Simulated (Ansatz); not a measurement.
# FGaS: the cost of one run

Program: Ansatz 0.2.0, Gaussian basis. Level of theory: UKS PBE0/def2-TZVP. These are calculated values, not measurements.

## (1) Where the work starts

3 atoms, charge 0, spin multiplicity 3.

Atoms are counted from 1 here; the program's logs count them from 0.

Bond lengths: F1–Ga3 1.805 Å, S2–Ga3 2.398 Å. Angles: F1–Ga3–S2 112.0°.

The start was built by rule and, where that kept it together, relaxed with GFN2-xTB. Sticks and bond lists go by distance. No spin-orbit coupling is included. 

## (2) The run

Contents of in.yaml:

```yaml
crystal:
  periodic: [false, false, false]
  atoms:
    - {symbol: F, position_ang: [-1.534018, -1.044649, -0.009465]}
    - {symbol: S, position_ang: [0.467418, 1.827686, 0.015889]}
    - {symbol: Ga, position_ang: [0.203034, -0.555887, -0.004728]}
basis:
  gaussian: {orbitals: def2-TZVP}
magnetization: {spin_polarized: true, initial_magnetization: 2}
hamiltonian: {xc: pbe0}
relax: {f_tol: 0.004, max_steps: 80}
```

Run with:

```bash
$ ansatz run in.yaml --threads 1 --pin off --events-out ev --progress --plain --max-ram 2176MiB
```

Q: Estimate wall time and peak memory on 1 thread of Intel Xeon Platinum 8488C, shared host.

About 48 s, with a peak of 0.46 GiB.
